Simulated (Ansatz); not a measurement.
# C3H8AlFS: the cost of one run

Program: Ansatz 0.2.0. Level of theory: RKS BLYP-D4/6-31G. These are calculated values, not measurements.

### 1 The system as given

Bond lengths: C1–C2 1.516 Å, C2–Al3 2.002 Å, Al3–F4 1.754 Å, Al3–C5 2.015 Å, C5–S6 1.819 Å, C1–H7 1.151 Å, C1–H8 1.129 Å, C1–H9 1.059 Å, C2–H10 1.122 Å, C2–H11 1.129 Å, C5–H12 1.147 Å, C5–H13 1.060 Å, S6–H14 1.424 Å. Angles (14 of 22 angles, heavy atoms first): C1–C2–Al3 112.3°, C2–Al3–F4 122.2°, C2–Al3–C5 118.8°, F4–Al3–C5 118.9°, Al3–C5–S6 108.9°, C1–C2–H10 108.2°, C1–C2–H11 111.3°, Al3–C2–H10 109.1°, Al3–C2–H11 108.0°, C2–C1–H7 106.7°, C2–C1–H8 110.5°, C2–C1–H9 109.6°, Al3–C5–H12 109.1°, Al3–C5–H13 108.9°.

Coordinates:

```xyz
14

C    -0.7093   -1.9376   -0.3852
C    -0.3717   -1.2840    0.9405
Al   -0.1521    0.6986    0.7755
F    -1.0666    1.8256    1.7597
C     1.2320    1.4196   -0.4995
S     0.4053    2.4622   -1.7393
H    -1.6882   -1.4558   -0.7519
H     0.0752   -1.6913   -1.1582
H    -0.8838   -2.9721   -0.2375
H     0.5860   -1.7301    1.3172
H    -1.1724   -1.4831    1.7113
H     1.9926    2.0464    0.0868
H     1.6984    0.6077   -0.9954
H     0.0420    3.4648   -0.7952
```

### 2 Relaxing end A

File input.yaml:

```yaml
crystal:
  periodic: [false, false, false]
  atoms:
    - { symbol: C, position_ang: [-0.7093, -1.9376, -0.3852] }
    - { symbol: C, position_ang: [-0.3717, -1.284, 0.9405] }
    - { symbol: Al, position_ang: [-0.1521, 0.6986, 0.7755] }
    - { symbol: F, position_ang: [-1.0666, 1.8256, 1.7597] }
    - { symbol: C, position_ang: [1.232, 1.4196, -0.4995] }
    - { symbol: S, position_ang: [0.4053, 2.4622, -1.7393] }
    - { symbol: H, position_ang: [-1.6882, -1.4558, -0.7519] }
    - { symbol: H, position_ang: [0.0752, -1.6913, -1.1582] }
    - { symbol: H, position_ang: [-0.8838, -2.9721, -0.2375] }
    - { symbol: H, position_ang: [0.586, -1.7301, 1.3172] }
    - { symbol: H, position_ang: [-1.1724, -1.4831, 1.7113] }
    - { symbol: H, position_ang: [1.9926, 2.0464, 0.0868] }
    - { symbol: H, position_ang: [1.6984, 0.6077, -0.9954] }
    - { symbol: H, position_ang: [0.042, 3.4648, -0.7952] }
basis:
  gaussian: { orbitals: "6-31G" }
hamiltonian:
  xc: blyp
  dispersion: d4
relax:
  f_tol: 0.02
  max_steps: 50
```

Started as:

```bash
$ ansatz run input.yaml --threads 1 --pin off --max-ram 2048MiB --backend cpu --events-out ev --progress --plain --runs-dir out
```

Q: Estimate wall time and peak memory on 1 thread of Arm Neoverse N1, shared host.

About 4 min, with a peak of 0.15 GiB.
